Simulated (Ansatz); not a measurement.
# C₃H₁₀SSi: up Jacob's ladder to CCSD(T)

An exercise on one series of results from a longer session: the logs are not shown, and one member is left open.

The runs use Ansatz 0.2.0, Gaussian basis; functionals in def2-TZVPP, the program's frozen cores in correlated methods.

Plan: PBE-D4, r2SCAN-D4, PBE0-D4, B3LYP-D4, ωB97X-V, ωB97M-V, B2PLYP; CCSD(T)/def2-TZVPP; MP2/def2-QZVPP; extrapolation to the limit.

### The relaxed structure

The geometry comes from an earlier relaxation with PBE0-D4 in a triple-zeta def2 set; it is a stationary point, not always the lowest conformer.

SMILES `CC[SiH2]CS`, 15 atoms, charge 0, spin multiplicity 1.

Atoms are counted from 1 here; the program's logs count them from 0.

Bond lengths: C1–C2 1.526 Å, C1–H6 1.094 Å, C1–H7 1.093 Å, C1–H8 1.093 Å, C2–Si3 1.876 Å, C2–H9 1.095 Å, C2–H10 1.096 Å, Si3–C4 1.883 Å, Si3–H11 1.494 Å, Si3–H12 1.487 Å, C4–S5 1.814 Å, C4–H13 1.092 Å, C4–H14 1.093 Å, S5–H15 1.342 Å. Angles: C2–C1–H6 111.7°, C2–C1–H7 111.4°, C2–C1–H8 111.7°, H6–C1–H7 107.2°, H6–C1–H8 107.2°, H7–C1–H8 107.4°, C1–C2–Si3 113.7°, C1–C2–H9 110.7°, C1–C2–H10 110.3°, Si3–C2–H9 108.8°, Si3–C2–H10 107.4°, H9–C2–H10 105.5°, C2–Si3–C4 111.5°, C2–Si3–H11 109.1°, C2–Si3–H12 110.7°, C4–Si3–H11 108.1°, C4–Si3–H12 108.7°, H11–Si3–H12 108.7° and more.

Set-up of the first run:

in.yaml

```yaml
crystal:
  periodic: [false, false, false]
  atoms:
    - {symbol: C, position_ang: [-1.562859, -0.453194, -0.850141]}
    - {symbol: C, position_ang: [-0.120631, -0.952353, -0.865979]}
    - {symbol: Si, position_ang: [0.795942, -0.658893, 0.743821]}
    - {symbol: C, position_ang: [0.741962, 1.154768, 1.246099]}
    - {symbol: S, position_ang: [1.437640, 2.256218, -0.015704]}
    - {symbol: H, position_ang: [-1.614515, 0.627796, -0.692174]}
    - {symbol: H, position_ang: [-2.139743, -0.924149, -0.049752]}
    - {symbol: H, position_ang: [-2.074142, -0.667489, -1.791897]}
    - {symbol: H, position_ang: [0.442037, -0.486903, -1.682197]}
    - {symbol: H, position_ang: [-0.092418, -2.028993, -1.066632]}
    - {symbol: H, position_ang: [0.149044, -1.458794, 1.826614]}
    - {symbol: H, position_ang: [2.217605, -1.079151, 0.623714]}
    - {symbol: H, position_ang: [-0.262392, 1.480314, 1.526083]}
    - {symbol: H, position_ang: [1.377184, 1.295424, 2.124607]}
    - {symbol: H, position_ang: [0.683487, 1.844597, -1.046860]}
basis:
  gaussian: {orbitals: def2-TZVPP}
hamiltonian: {xc: pbe, dispersion: d4}
output: {forces: true, orbitals: {seedname: orbitals}}
```

Command:

```console
$ ansatz run in.yaml --threads 2 --pin off --events-out ev --progress --plain --max-ram 22528MiB --backend cuda --devices 0, --max-vram 18GiB
```

Steps of the session up to this table: PBE-D4 (GGA); r2SCAN-D4 (meta-GGA); PBE0-D4 (hybrid); B3LYP-D4 (hybrid); ωB97X-V (range-separated); ωB97M-V (range-separated); B2PLYP (double hybrid); CCSD(T) in def2-TZVPP; MP2 in def2-QZVPP.

One table of the session follows, with a row left open; its other results are not shown here.

| method | atomisation energy (kJ/mol) |
| --- | --- |
| PBE-D4 | 5411.6 |
| r2SCAN-D4 | 5366.4 |
| PBE0-D4 | 5368.1 |
| B3LYP-D4 | 5356.6 |
| ωB97X-V | 5379.5 |
| ωB97M-V | 5378.8 |
| B2PLYP | 5290.5 |
| HF/def2-TZVPP | ? |
| MP2/def2-TZVPP | 5260.0 |
| CCSD/def2-TZVPP | 5174.6 |
| CCSD(T)/def2-TZVPP | 5236.4 |
| MP2/CBS | 5384.0 |
| CCSD(T)/CBS | 5360.5 |

Estimate the missing values for HF/def2-TZVPP.

**Answer.** atomisation energy (kJ/mol): 4030.3. In the column «atomisation energy (kJ/mol)» it is the lowest.

To keep in mind: Free atoms (3 C, 1 Si, 1 S, 10 H) were run apart at each level; the atomisation energy is their sum less the molecule, without zero-point or spin-orbit terms.
